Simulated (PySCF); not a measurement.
**B3LYP/aug-cc-pVDZ run of GeCl2 (SMILES Cl[Ge]Cl)**

What is the energy change on altering one bond length of GeCl2 at B3LYP/aug-cc-pVDZ? The job is set up through a Python script.

Program for the calculation: PySCF 2.14.0.

2 further runs of the same task are left out: 2 set aside as unsound or not needed.

### 1 The system as given

GeCl2: 3 atoms, total charge 0, spin state singlet. As SMILES, `Cl[Ge]Cl`. Geometry: relaxed at PBE0-D4/def2-TZVP.

Bond lengths: Cl1–Ge2 2.182 Å, Ge2–Cl3 2.182 Å. Angles: Cl1–Ge2–Cl3 100.0°.

### 2 A single-point energy at B3LYP/aug-cc-pVDZ

The input, job.py:

```python
from pyscf import gto, dft

system = gto.M(
    atom=[
    ('Cl', (-0.065420, -1.681680, 0.422740)),
    ('Ge', (-0.421210, 0.067170, -0.832020)),
    ('Cl', (0.486630, 1.614500, 0.409270)),
],
    max_memory=1860,
    verbose=3,
    basis='aug-cc-pvdz',
)

myscf = dft.RKS(system)
myscf.xc = 'b3lyp'
myscf.conv_tol = 1e-10
myscf.grids.level = 5
myscf.kernel()
if not myscf.converged:
    myscf = myscf.newton().run(myscf.mo_coeff, myscf.mo_occ)

energy = myscf.e_tot
print('Final energy', energy)
```

Launch:

```console
$ OMP_NUM_THREADS=1 python job.py
```

Standard output:

```text
converged SCF energy = -2997.55194543097
Final energy -2997.551945430967
```

It took 23 s on 1 thread of AMD EPYC (Zen 3), shared host; peak memory 0.46 GiB.

### 3 The distorted shape at the same level

The input, run.py:

```python
from pyscf import gto, dft

system = gto.M(
    atom='''
Cl   0.219208  -3.080741   1.426534
Ge  -0.421210   0.067170  -0.832020
Cl   0.486630   1.614500   0.409270
''',
    spin=0,
    verbose=3,
    basis='aug-cc-pvdz',
    max_memory=1860,
)

mf = dft.RKS(system)
mf.xc = 'b3lyp'
mf.grids.level = 5
mf.conv_tol = 1e-10
mf.kernel()
if not mf.converged:
    mf = mf.newton().run(mf.mo_coeff, mf.mo_occ)

e_final = mf.e_tot
print(f'total energy: {e_final:.8f} hartree')
```

Launch:

```console
$ OMP_NUM_THREADS=1 python run.py
```

Standard output:

```text
converged SCF energy = -2997.44520135147
total energy: -2997.44520135 hartree
```

It took 37 s on 1 thread of AMD EPYC (Zen 3), shared host; peak memory 0.46 GiB.

### 4 Results

Level: B3LYP/aug-cc-pVDZ.

| quantity | value |
| --- | --- |
| first shape: total energy | -2997.55195 Eh |
| first shape: dipole moment | 2.06 D |
| first shape: HOMO energy | -8.02 eV |
| first shape: LUMO energy | -3.37 eV |
| first shape: HOMO–LUMO gap | 4.65 eV |
| distorted shape: total energy | -2997.44520 Eh |
| distorted shape: dipole moment | 9.78 D |
| distorted shape: HOMO energy | -6.43 eV |
| distorted shape: LUMO energy | -5.17 eV |
| distorted shape: HOMO–LUMO gap | 1.25 eV |
| energy change with the Cl1–Ge2 bond stretched from 2.182 to 3.927 Å | 2.905 eV |

In words: One bond (distorted shape) is far stretched, which a spin-restricted single reference describes badly; a broken-symmetry solution may lie lower. With the Cl1–Ge2 bond stretched from 2.182 to 3.927 Å the energy rises by 2.90 eV (280 kJ/mol). The first shape isn't relaxed at this level, so the change isn't measured from a minimum. A restricted reference can't describe the breaking bond well at this length. Mulliken charges (first shape) run from -0.35 on Cl1 to +0.70 on Ge2; in a basis this large or diffuse they mean little. Mulliken charges (distorted shape) run from -0.55 on Cl1 to +0.81 on Ge2; in a basis this large or diffuse they mean little.
